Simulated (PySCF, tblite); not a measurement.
**CH9BO2Si3: geometry, infrared bands and NMR shifts**

What infrared bands and NMR shifts should CH9BO2Si3 (`C[Si@@H]1OB[SiH2]O[SiH2]1`) show?

The runs use tblite 0.8.0 and PySCF 2.14.0, with density-fitted response routines of our own; the level of theory stands in each step. All values are computed, except where a source is named. Atoms count from 0, in the outputs and in this text.

### Step 1. The molecule as given

16 atoms, charge 0, multiplicity 1; geometry from: force field or distance geometry start.

Bonds of the start (Å): C0–Si1 1.88, Si1–O2 1.72, O2–B3 1.48, B3–Si4 1.97, Si4–O5 1.74, O5–Si6 1.73, Si6–Si1 2.25, C0–H7 1.10, C0–H8 1.11, C0–H9 1.11, Si1–H10 1.46, B3–H11 1.17, Si4–H12 1.47, Si4–H13 1.46, Si6–H14 1.47, Si6–H15 1.46.

### Step 2. Relaxing the molecule with GFN2-xTB

What the job is given:

```
{"job": {"kind": "relax", "xc": "GFN2-xTB", "basis": "xTB"}, "charge": 0, "multiplicity": 1}
C      2.589000    -0.058400    -0.711000
Si     0.748000     0.320400    -0.769000
O      0.388000     1.538400     0.397800
B     -1.081600     1.700200     0.359000
Si    -2.216500     0.236100     1.041700
O     -2.087700    -1.137100    -0.011800
Si    -0.404100    -1.519800    -0.170800
H      2.818500    -0.858500    -1.430000
H      3.155000     0.854400    -0.977200
H      2.859100    -0.383100     0.316100
H      0.363700     0.747700    -2.112900
H     -1.575000     2.568900    -0.248700
H     -3.618000     0.694900     1.047100
H     -1.815800    -0.120600     2.402500
H      0.105900    -2.018100     1.117800
H     -0.235900    -2.556400    -1.184800
```

On the command line:

```sh
OMP_NUM_THREADS=1 python probes_run.py task.json out
```

One launch serves the whole session: the jobs run in the order shown.

**Question.** This job is followed by: GFN2-xTB harmonic vibrations, gas phase; GIAO PBE0/pcSseg-1 NMR shielding, non-relativistic, gas phase. What will the session give for the following? strongest single infrared mode (GFN2-xTB); zero-point energy (GFN2-xTB); 13C shifts against TMS (PBE0/pcSseg-1); 1H shifts against TMS (PBE0/pcSseg-1, means over atoms taken as alike); 29Si shifts against TMS (PBE0/pcSseg-1); 17O shifts against H2O (PBE0/pcSseg-1); 11B shifts against BF3·OEt2 (PBE0/pcSseg-1).

The runs gave:

```
                                                              quantity                                         value
                             strongest single infrared mode (GFN2-xTB)                         2176 cm⁻¹, 917 km/mol
                                          zero-point energy (GFN2-xTB)                                 62.3 kcal/mol
                                13C shifts against TMS (PBE0/pcSseg-1)                                       2.3 ppm
1H shifts against TMS (PBE0/pcSseg-1, means over atoms taken as alike)  6.49, 5.78, 5.70, 5.66, 5.25, 5.24, 0.59 ppm
                               29Si shifts against TMS (PBE0/pcSseg-1)                       -18.2, -38.0, -44.8 ppm
                                17O shifts against H2O (PBE0/pcSseg-1)                              264.6, -29.3 ppm
                           11B shifts against BF3·OEt2 (PBE0/pcSseg-1)                                      62.2 ppm
```

What this shows: Relaxing lowered the energy by 1.715 eV in 79 steps; the close pair that moved most is O2–B3, from 1.479 to 1.325 Å. All 42 modes are real, so the xTB geometry is a minimum. The strongest single mode, at 2176 cm⁻¹, moves mainly H14 and H13. GFN2-xTB is a fitted tight-binding method: band positions and strengths are rough. Its intensities can rank the bands wrongly. At PBE0/pcSseg-1: The widest tensor belongs to O2: span 632 ppm, with a paramagnetic part of -329 ppm.
